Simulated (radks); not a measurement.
**The first electron to leave Ti**

One table from this session's results is given with a row withheld; the runs are named, their logs left out.

The numbers are computed with radks (a radial shooting solver on a logarithmic mesh, Libxc functionals) version 1 (scalar-relativistic Kohn-Sham, BLYP, spin-polarised, spherical densities, finite nucleus; open shells are filled with parallel spins first), except any that are marked as measured or tabulated.

3 further runs of the same task are left out: 3 set aside as unsound or not needed.

## Starting point

| Property | Result |
| --- | --- |
| element | titanium (Z = 22) |
| charge | 0 |
| electrons | 22 |
| configuration | [Ar] 3d2 4s2 |
| nuclear rms radius | 3.5921 fm |

The outer shells:

Ti
```
[Ar] core
3d [↑ ][↑ ][  ][  ][  ]
4s [↑↓]
```

The first run:

Settings of this run:

```text
Z 22
configuration [Ar] 3d2 4s2
relativity scalar-relativistic
functional b88,lyp
spin polarised
nucleus finite rms 3.5921 fm
c 137.035999084
```

Among the steps run: The parent, Ti.

One of the session's tables, all rows but one given; the rest of the session is left out.

From the orbitals of this run (lengths in bohr):

```
  level    <r>  outermost maximum (interpolated)  90 % within  nodes
  3s up  1.007                             0.869         1.51      2
3s down  1.008                             0.868         1.51      2
  3p up  1.086                             0.900         1.68      1
3p down  1.089                             0.900         1.68      1
  3d up  1.583                             0.976         2.81      0
  4s up  3.461                              2.85         5.25      3
4s down  3.589                              2.94         5.46      3
3d down      ?                                 ?            ?      ?
```

Estimate the missing values for 3d down.

The run gave: <r>: 1.702; outermost maximum (interpolated): 0.985; 90 % within: 3.10; nodes: 0. In the column «<r>» it lies between 3d up (1.583) and 4s up (3.461).

To keep in mind: Open shells are spherical and high-spin; term and fine-structure splittings are not resolved.
